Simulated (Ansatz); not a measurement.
# C2H3Al2Cl: the cost of one run

Program: Ansatz 0.2.0. Level of theory: RKS PBE0-D4/def2-SVP. These are calculated values, not measurements.

**1. The system as given**

Bond lengths: C1–C2 1.209 Å, C2–Al3 1.953 Å, Al3–Al4 2.456 Å, Al3–Cl5 2.213 Å, C1–H6 1.065 Å, Al4–H7 1.595 Å, Al4–H8 1.597 Å. Angles: C1–C2–Al3 177.5°, C2–C1–H6 172.6°, C2–Al3–Al4 119.7°, C2–Al3–Cl5 120.2°, Al4–Al3–Cl5 119.9°, Al3–Al4–H7 120.5°, Al3–Al4–H8 119.9°, H7–Al4–H8 119.2°.

As a file:

```xyz
8

C     0.2915    1.4322    2.3541
C     0.1958    1.1198    1.1905
Al    0.0965    0.5523   -0.6751
Al   -0.2873   -1.8141   -1.2103
Cl    0.4868    2.0023   -2.3011
H     0.2811    1.8042    3.3517
H    -0.3929   -2.2951   -2.7272
H    -0.5793   -2.8587   -0.0385
```

**2. End point A**

The input, input.yaml:

```yaml
crystal:
  periodic: [false, false, false]
  atoms:
    - { symbol: C, position_ang: [0.2915, 1.4322, 2.3541] }
    - { symbol: C, position_ang: [0.1958, 1.1198, 1.1905] }
    - { symbol: Al, position_ang: [0.0965, 0.5523, -0.6751] }
    - { symbol: Al, position_ang: [-0.2873, -1.8141, -1.2103] }
    - { symbol: Cl, position_ang: [0.4868, 2.0023, -2.3011] }
    - { symbol: H, position_ang: [0.2811, 1.8042, 3.3517] }
    - { symbol: H, position_ang: [-0.3929, -2.2951, -2.7272] }
    - { symbol: H, position_ang: [-0.5793, -2.8587, -0.0385] }
basis:
  gaussian: { orbitals: def2-SVP }
hamiltonian:
  xc: pbe0
  dispersion: d4
relax:
  f_tol: 0.02
  max_steps: 50
```

Run with:

```bash
$ ansatz run input.yaml --threads 2 --pin off --max-ram 3072MiB --backend cpu --events-out ev --progress --plain --runs-dir out
```

**Question.** How long does this run take on 2 threads of Intel Xeon at 2.80GHz (Skylake/Cascade Lake), shared host, and how much memory does it need?

About 17 s, with a peak of 0.22 GiB.
